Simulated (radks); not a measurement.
# Mn²⁺ in [Ne] 3s1.5 3p6 3d5 4s0.5: an all-electron calculation

One table from this session's results is given with a row withheld; the runs are named, their logs left out.

Method: non-relativistic Kohn-Sham, BLYP, spin-polarised, spherical densities, point nucleus; open shells are filled with parallel spins first. Code: radks (a radial shooting solver on a logarithmic mesh, Libxc functionals) version 1.

## What is computed

```
element       : manganese (Z = 25)
charge        : +2
electrons     : 23
configuration : [Ne] 3s1.5 3p6 3d5 4s0.5
```

The first run:

Settings of this run:

```text
Z 25
configuration [Ne] 3s1.5 3p6 3d5 4s0.5
relativity non-relativistic
functional b88,lyp
spin polarised
nucleus point
```

Among the steps run: Self-consistent calculation.

One table of the session follows, with a row left open; its other results are not shown here.

It belongs to the step «Radial structure». From the orbitals of this run (lengths in bohr):

```
  level      <r>  outermost maximum (interpolated)  90 % within  nodes
  1s up  0.06156                            0.0405        0.110      0
1s down  0.06156                            0.0405        0.110      0
  2s up   0.2827                             0.235        0.438      1
2s down   0.2822                             0.235        0.437      1
  2p up   0.2485                             0.189        0.407      0
2p down   0.2478                             0.189        0.406      0
  3s up   0.8540                             0.741         1.28      2
3s down   0.8608                             0.743         1.29      2
  3p up   0.8960                             0.751         1.38      1
3p down   0.9080                             0.754         1.40      1
  3d up        ?                                 ?            ?      ?
3d down    1.154                             0.757         2.00      0
  4s up    2.506                              2.20         3.67      3
```

Q: Estimate the row for 3d up from the others.

The run gave: <r>: 1.076; outermost maximum (interpolated): 0.741; 90 % within: 1.82; nodes: 0. In the column «<r>» it lies between 3p down (0.9080) and 3d down (1.154).
